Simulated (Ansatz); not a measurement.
# BGeH₃S: one structure at several levels

How do the functionals fare away from a minimum? The structure is a structure displaced at random from a GFN2-xTB minimum.

Method: single points in def2-TZVPP; program: Ansatz 0.2.0, Gaussian basis.

Correlated methods freeze the cores. Filled d shells of the heavier atoms are correlated.

## 1. Where the work starts

SMILES `[BH]1[S][GeH2]1`, 6 atoms, charge 0, spin multiplicity 1.

Atoms are counted from 1 here; the program's logs count them from 0.

Bond lengths: B1–S2 1.801 Å, B1–Ge3 2.096 Å, B1–H4 1.319 Å, S2–Ge3 2.438 Å, Ge3–H5 1.619 Å, Ge3–H6 1.533 Å. Angles: S2–B1–Ge3 77.0°, S2–B1–H4 142.5°, Ge3–B1–H4 140.3°, B1–S2–Ge3 56.9°, B1–Ge3–S2 46.1°, B1–Ge3–H5 117.4°, B1–Ge3–H6 112.3°, S2–Ge3–H5 91.0°, S2–Ge3–H6 95.9°, H5–Ge3–H6 115.6°.

As a file:

```xyz
6
charge 0, multiplicity 1
B    -0.7037   -0.9705   -0.1557
S     0.9822   -1.1774    0.4434
Ge   -0.0016    1.0005   -0.0382
H    -1.7721   -1.6468   -0.5296
H     1.2646    1.3980   -0.9648
H     0.0444    1.5165    1.4046
```

## 2. CCSD(T)/def2-TZVPP

Contents of run/in.yaml:

```yaml
crystal:
  periodic: [false, false, false]
  atoms:
    - {symbol: B, position_ang: [-0.703700, -0.970500, -0.155700]}
    - {symbol: S, position_ang: [0.982200, -1.177400, 0.443400]}
    - {symbol: Ge, position_ang: [-0.001600, 1.000500, -0.038200]}
    - {symbol: H, position_ang: [-1.772100, -1.646800, -0.529600]}
    - {symbol: H, position_ang: [1.264600, 1.398000, -0.964800]}
    - {symbol: H, position_ang: [0.044400, 1.516500, 1.404600]}
basis:
  gaussian: {orbitals: def2-TZVPP}
correlation: {method: ccsd_t}
output: {forces: true}
```

No record of the launch command was kept for these runs.

## 3. PBE0-D4/def2-TZVPP

Changes to run/in.yaml since step 2:

```diff
@@ -11,3 +11,3 @@
   gaussian: {orbitals: def2-TZVPP}
-correlation: {method: ccsd_t}
-output: {forces: true}
+hamiltonian: {xc: pbe0, dispersion: d4}
+output: {forces: true, orbitals: {seedname: orbitals}}
```

## 4. wB97M-V/def2-TZVPP

Changes to run/in.yaml since step 3:

```diff
@@ -11,3 +11,3 @@
   gaussian: {orbitals: def2-TZVPP}
-hamiltonian: {xc: pbe0, dispersion: d4}
-output: {forces: true, orbitals: {seedname: orbitals}}
+hamiltonian: {xc: {name: wB97M-V}}
+output: {forces: true}
```

## 5. r2SCAN-D4/def2-TZVPP

Changes to run/in.yaml since step 4:

```diff
@@ -11,3 +11,3 @@
   gaussian: {orbitals: def2-TZVPP}
-hamiltonian: {xc: {name: wB97M-V}}
+hamiltonian: {xc: r2scan, dispersion: d4}
 output: {forces: true}
```

## 6. PBE-D4/def2-TZVPP

Changes to run/in.yaml since step 5:

```diff
@@ -11,3 +11,3 @@
   gaussian: {orbitals: def2-TZVPP}
-hamiltonian: {xc: r2scan, dispersion: d4}
+hamiltonian: {xc: pbe, dispersion: d4}
 output: {forces: true}
```

## 7. revPBE-D4/def2-TZVPP

Changes to run/in.yaml since step 6:

```diff
@@ -11,3 +11,3 @@
   gaussian: {orbitals: def2-TZVPP}
-hamiltonian: {xc: pbe, dispersion: d4}
+hamiltonian: {xc: {name: revPBE}, dispersion: d4}
 output: {forces: true}
```

## 8. r2SCANh-D4/def2-TZVPP

Changes to run/in.yaml since step 7:

```diff
@@ -11,3 +11,3 @@
   gaussian: {orbitals: def2-TZVPP}
-hamiltonian: {xc: {name: revPBE}, dispersion: d4}
+hamiltonian: {xc: {name: r2SCANh}, dispersion: d4}
 output: {forces: true}
```

(Steps that only read results are left out.)

What does the calculation give? Wanted: energy less free atoms, CCSD(T)/def2-TZVPP; RMS force component; RMS force error; HOMO and LUMO, PBE0-D4; T1 diagnostic.

As calculated:

| quantity | value |
| --- | --- |
| energy less free atoms, CCSD(T)/def2-TZVPP | -1702.1 kJ/mol |
| RMS force component | 0.828 to 1.048 eV/Å over the methods |
| RMS force error | PBE0-D4 0.121, wB97M-V 0.145, r2SCAN-D4 0.083, PBE-D4 0.167, revPBE-D4 0.191, r2SCANh-D4 0.105 eV/Å |
| HOMO and LUMO, PBE0-D4 | -7.23 and -2.03 eV |
| T1 diagnostic | 0.018 |

Against CCSD(T) the functionals' energies less atoms differ by -88.2 to -36.6 kJ/mol, PBE-D4 by -88.2 kJ/mol. CCSD(T) in triple zeta still lacks some correlation energy of the bonds, so part of these gaps is its own basis error and they don't rank the functionals. On forces the order runs from r2SCAN-D4 to revPBE-D4. Frozen-core CCSD(T) forces in triple zeta carry basis errors of their own, and this is one geometry, so small gaps rank nothing.
